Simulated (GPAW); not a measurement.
**BNH2F2 (SMILES NB(F)F) at BLYP-D3(BJ)/dzp (scalar-relativistic datasets, andersen dynamics)**

Wanted: a short trajectory of BNH2F2. 

The results are computed with GPAW 26.7.0.

3 further runs of the same task are left out: 1 for a known fault of the program, 1 that didn't finish, 1 set aside as unsound or not needed. Runs told in other sessions of the task aren't counted.

## Step 1: The molecule

The species is BNH2F2 (6 atoms), meant as a singlet with charge 0. As SMILES, `NB(F)F`. Geometry: relaxed at PBE0-D4/def2-TZVP. The run starts from this shape.

Bond lengths: N1–B2 1.392 Å, B2–F3 1.330 Å, B2–F4 1.330 Å, N1–H5 1.003 Å, N1–H6 1.003 Å. Angles: N1–B2–F3 121.2°, N1–B2–F4 121.2°, F3–B2–F4 117.6°, B2–N1–H5 122.4°, B2–N1–H6 122.4°, H5–N1–H6 115.2°.

## Step 2: A short trajectory at BLYP-D3(BJ)/dzp (scalar-relativistic datasets, andersen dynamics)

Input file run.py:

```python
import numpy as np
from ase import Atoms, units
from ase.calculators.mixing import SumCalculator
from ase.md.andersen import Andersen
from ase.md.velocitydistribution import MaxwellBoltzmannDistribution, Stationary, ZeroRotation
from ase.units import Bohr
from dftd3.ase import DFTD3
from gpaw import GPAW, setup_paths
from gpaw.atom.configurations import parameters
from gpaw.atom.generator import Generator
from gpaw.utilities.adjust_cell import adjust_cell

# Set up the molecule
positions_bohr = np.array(
              [[ -0.398165,   1.299376,  -0.296309],
               [  0.369064,  -1.161615,   0.229035],
               [ -1.261203,  -2.883911,   1.058814],
               [  2.758433,  -1.874230,  -0.080691],
               [  0.803134,   2.625774,  -0.923509],
               [ -2.191704,   1.873474,  -0.074455]])
system = Atoms(['N', 'B', 'F', 'F', 'H', 'H'], positions=positions_bohr * Bohr)
adjust_cell(system, 5.0, h=0.18)

# No datasets are shipped for this functional: make them
for symbol in ['B', 'F', 'H', 'N']:
    Generator(symbol, xcname='BLYP', scalarrel=True, nofiles=True, txt=None).run(**parameters[symbol])
setup_paths.insert(0, '.')

# Calculator
calc = GPAW(mode='lcao',
            basis='dzp',
            h=0.18,
            xc='BLYP',
            maxiter=100,
            poissonsolver={'name': 'MomentCorrectionPoissonSolver', 'poissonsolver': 'fast', 'moment_corrections': 9},
            symmetry='off',
            txt='molecule.txt')
system.calc = SumCalculator([DFTD3(method='BLYP', damping='d3bj'), calc])

rng = np.random.default_rng(356)
MaxwellBoltzmannDistribution(system, temperature_K=100, rng=rng)
Stationary(system)
ZeroRotation(system)
dyn = Andersen(system, timestep=0.5 * units.fs, temperature_K=100, andersen_prob=0.05, rng=rng, trajectory='md.traj', logfile='-')
dyn.run(30)
```

Command:

```
$ python run.py
```

The log of the run:

```text
run.py:41: DeprecationWarning: Use thermalize_momenta
  MaxwellBoltzmannDistribution(system, temperature_K=100, rng=rng)
Time[ps]      Etot[eV]     Epot[eV]     Ekin[eV]    T[K]
0.0000         -31.3287     -31.3798       0.0512    66.0
0.0005         -31.3287     -31.3834       0.0547    70.5
0.0010         -31.3289     -31.3903       0.0614    79.2
0.0015         -31.3297     -31.3987       0.0691    89.0
0.0020         -31.3298     -31.4054       0.0756    97.5
0.0025         -31.3282     -31.4081       0.0799   103.0
0.0030         -31.3291     -31.4071       0.0780   100.6
0.0035         -31.3279     -31.4032       0.0753    97.1
0.0040         -31.3280     -31.3988       0.0707    91.2
0.0045         -31.3280     -31.3965       0.0685    88.4
0.0050         -31.3368     -31.3908       0.0540    69.7
0.0055         -31.3355     -31.3876       0.0521    67.1
0.0060         -31.3356     -31.3888       0.0533    68.7
0.0065         -31.3447     -31.3933       0.0486    62.6
0.0070         -31.3449     -31.3991       0.0541    69.8
0.0075         -31.3451     -31.4032       0.0581    74.9
0.0080         -31.3451     -31.4032       0.0581    74.9
0.0085         -31.3445     -31.3994       0.0549    70.8
0.0090         -31.3443     -31.3921       0.0477    61.5
0.0095         -31.3318     -31.3846       0.0528    68.1
0.0100         -31.3195     -31.3812       0.0617    79.6
0.0105         -31.3089     -31.3836       0.0747    96.3
0.0110         -31.3091     -31.3919       0.0828   106.7
0.0115         -31.3094     -31.4026       0.0932   120.2
0.0120         -31.3188     -31.4055       0.0867   111.8
0.0125         -31.3188     -31.4075       0.0887   114.3
0.0130         -31.3189     -31.4076       0.0887   114.4
0.0135         -31.3232     -31.4047       0.0815   105.1
0.0140         -31.3249     -31.4013       0.0764    98.5
0.0145         -31.3257     -31.3991       0.0734    94.6
0.0150         -31.3265     -31.3972       0.0707    91.2
```

molecule.txt:

```text
__  _  _
 | _ |_)|_||  |
 |__||  | ||/\| - 26.7.0

units:  Angstrom and eV
cores:  1
OpenMP: False

Versions:
  Python: 3.12.14
  ASE:    3.29.0
  Numpy:  2.5.5
  Scipy:  1.18.1
  Libxc:  7.0.0

        _gpaw.cpython-312-aarch64-linux-gnu.so

[... 63 lines left out ...]
|   |                                coordinates |     weight |
[... 178 lines left out ...]
  Fourier metric: weight=20.0, sigma=0.015
[... 15 lines left out ...]
- Maximum [total energy] change in last 3 cyles: 0.0005 eV / valence electron
[... 27 lines left out ...]
  Free energy:     -31.261253
[... 76 lines left out ...]
convergence criteria:
[... 15 lines left out ...]
Converged in 6 steps
[... 15 lines left out ...]
dipole moment: (-0.176961, 0.507039, -0.085961)  # |e|*Ang
[... 13 lines left out ...]
Gap: 7.496 eV
Transition (v -> c):
  (s=0, k=0, n=11, [0.00, 0.00, 0.00]) -> (s=0, k=0, n=12, [0.00, 0.00, 0.00])
No difference between direct/indirect transitions
vacuum-level: 0.000  # V

Forces  # eV/Ang
|        x |        y |        z |
|----------|----------|----------|
| -0.23287 | -0.10381 |  0.20356 |  # N    0
|  0.56878 |  0.65599 | -0.38588 |  # B    1
|  0.04319 | -0.13495 |  0.10734 |  # F    2
| -0.82654 |  0.08935 |  0.08573 |  # F    3
| -0.14309 | -0.09469 |  0.11277 |  # H    4
|  0.68950 | -0.53161 | -0.14098 |  # H    5

Force computation time: 0.194  # s

timing:  # [seconds]
  Total:  239.582  # ━━━━━━━━━━━━━━━━━━━━━━━━━━━━━━━━━━━━━━━━━━━━━━━━━━━━━━━━
  Init:    16.831  # ━━━━
  SCF:    173.856  # ━━━━━━━━━━━━━━━━━━━━━━━━━━━━━━━━━━━━━━━━╸
  Forces:   5.997  # ━╸
  Move:    42.689  # ━━━━━━━━━━
```

It took 4 min on 1 thread of Arm Neoverse V1, shared host; peak memory 1.1 GiB.

Steps, from the record of the run:

| step | potential energy change (eV) | largest force (eV/Å) | temperature (K) |
| --- | --- | --- | --- |
| 0 | 0.0000 | 1.3711 | 66 |
| 2 | -0.0105 | 1.4487 | 79 |
| 4 | -0.0256 | 1.3829 | 98 |
| 6 | -0.0272 | 1.2602 | 101 |
| 8 | -0.0189 | 1.4801 | 91 |
| 10 | -0.0110 | 1.8209 | 70 |
| 12 | -0.0090 | 2.0872 | 69 |
| 14 | -0.0192 | 1.8994 | 70 |
| 16 | -0.0234 | 1.3352 | 75 |
| 18 | -0.0122 | 1.1479 | 62 |
| 20 | -0.0014 | 1.3203 | 80 |
| 22 | -0.0120 | 1.2125 | 107 |
| 24 | -0.0256 | 0.8946 | 112 |
| 26 | -0.0277 | 0.7091 | 114 |
| 28 | -0.0214 | 0.8724 | 98 |
| 30 | -0.0174 | 0.9518 | 91 |
